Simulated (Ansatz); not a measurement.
# C₂H₁₁GeNSi: up Jacob's ladder to CCSD(T)

An exercise on one series of results from a longer session: the logs are not shown, and one member is left open.

Computed with Ansatz 0.2.0, Gaussian basis. Level: functionals in def2-TZVPP, the program's frozen cores in correlated methods.

Plan: LDA (SPW92), PBE-D4, revPBE-D4, BLYP-D4, r2SCAN-D4, B97M-V, PBE0-D4, B3LYP-D4, r2SCANh-D4, r2SCAN0-D4, HSE06-D4, BHLYP-D4, CAM-B3LYP-D4, LC-ωPBE, ωB97X-V, ωB97M-V, B2PLYP, PBE-QIDH; CCSD(T)/def2-SVP; MP2/def2-TZVPP; MP2/def2-QZVPP; RPA on PBE.

### The geometry

The geometry comes from an earlier relaxation with PBE0-D4 in a triple-zeta def2 set; it is a stationary point, not always the lowest conformer.

SMILES `CC[N]([SiH3])[GeH3]`, 16 atoms, charge 0, spin multiplicity 1.

Atoms are counted from 1 here; the program's logs count them from 0.

Bond lengths: C1–C2 1.520 Å, C1–H6 1.092 Å, C1–H7 1.093 Å, C1–H8 1.093 Å, C2–N3 1.461 Å, C2–H9 1.098 Å, C2–H10 1.097 Å, N3–Si4 1.719 Å, N3–Ge5 1.841 Å, Si4–H11 1.486 Å, Si4–H12 1.491 Å, Si4–H13 1.494 Å, Ge5–H14 1.544 Å, Ge5–H15 1.534 Å, Ge5–H16 1.541 Å. Angles: C2–C1–H6 110.9°, C2–C1–H7 111.1°, C2–C1–H8 110.8°, H6–C1–H7 107.8°, H6–C1–H8 108.3°, H7–C1–H8 107.9°, C1–C2–N3 114.0°, C1–C2–H9 109.3°, C1–C2–H10 109.5°, N3–C2–H9 108.7°, N3–C2–H10 109.3°, H9–C2–H10 105.6°, C2–N3–Si4 118.3°, C2–N3–Ge5 117.1°, Si4–N3–Ge5 124.1°, N3–Si4–H11 108.2°, N3–Si4–H12 109.9°, N3–Si4–H13 113.7° and more.

Set-up of the first run:

File in.yaml:

```yaml
crystal:
  periodic: [false, false, false]
  atoms:
    - {symbol: C, position_ang: [0.876027, 0.898675, -1.517535]}
    - {symbol: C, position_ang: [-0.234796, -0.067107, -1.140012]}
    - {symbol: N, position_ang: [-0.327138, -0.335990, 0.293151]}
    - {symbol: Si, position_ang: [0.515240, -1.695593, 0.921773]}
    - {symbol: Ge, position_ang: [-1.157467, 0.935986, 1.334150]}
    - {symbol: H, position_ang: [1.848230, 0.518284, -1.195635]}
    - {symbol: H, position_ang: [0.726879, 1.874171, -1.047467]}
    - {symbol: H, position_ang: [0.908114, 1.048956, -2.599897]}
    - {symbol: H, position_ang: [-0.084400, -1.017886, -1.667251]}
    - {symbol: H, position_ang: [-1.196182, 0.321170, -1.499721]}
    - {symbol: H, position_ang: [0.155172, -1.840646, 2.355668]}
    - {symbol: H, position_ang: [0.133983, -2.922481, 0.165106]}
    - {symbol: H, position_ang: [2.001166, -1.580421, 0.822544]}
    - {symbol: H, position_ang: [-0.272224, 2.181677, 1.551293]}
    - {symbol: H, position_ang: [-1.484647, 0.295166, 2.688465]}
    - {symbol: H, position_ang: [-2.430857, 1.363441, 0.579668]}
basis:
  gaussian: {orbitals: def2-TZVPP}
hamiltonian: {xc: lda}
output: {orbitals: {seedname: orbitals}}
```

Started as:

```sh
$ ansatz run in.yaml --threads 4 --pin off --events-out ev --progress --plain --max-ram 11315MiB
```

Among the steps run: LDA; PBE-D4 (GGA); revPBE-D4 (GGA); BLYP-D4 (GGA); r2SCAN-D4 (meta-GGA); B97M-V (meta-GGA); PBE0-D4 (hybrid); B3LYP-D4 (hybrid); r2SCANh-D4 (hybrid); r2SCAN0-D4 (hybrid); HSE06-D4 (hybrid); BHLYP-D4 (hybrid); CAM-B3LYP-D4 (range-separated); LC-ωPBE (range-separated); ωB97X-V (range-separated); ωB97M-V (range-separated); B2PLYP (double hybrid); PBE-QIDH (double hybrid).

One of the session's tables, all rows but one given; the rest of the session is left out.

It belongs to the step «Frontier levels by functional». 

```
  functional  HOMO (eV)  gap (eV)
 LDA (SPW92)      -5.61      4.68
      PBE-D4          ?         ?
   revPBE-D4      -5.48      4.98
     BLYP-D4      -5.40      4.92
   r2SCAN-D4      -5.77      5.48
      B97M-V      -5.98      5.46
     PBE0-D4      -6.80      7.02
    B3LYP-D4      -6.59      6.61
  r2SCANh-D4      -6.25      6.25
  r2SCAN0-D4      -6.98      7.40
    HSE06-D4      -6.40      6.24
    BHLYP-D4      -8.02      9.11
CAM-B3LYP-D4      -8.14      9.36
     LC-ωPBE      -9.47     11.86
     ωB97X-V      -9.16     11.37
     ωB97M-V      -9.07     10.99
```

**Question.** Estimate the row for PBE-D4.

The run gave: HOMO (eV): -5.52; gap (eV): 4.88. In the column «HOMO (eV)» it lies between LDA (SPW92) (-5.61) and revPBE-D4 (-5.48).
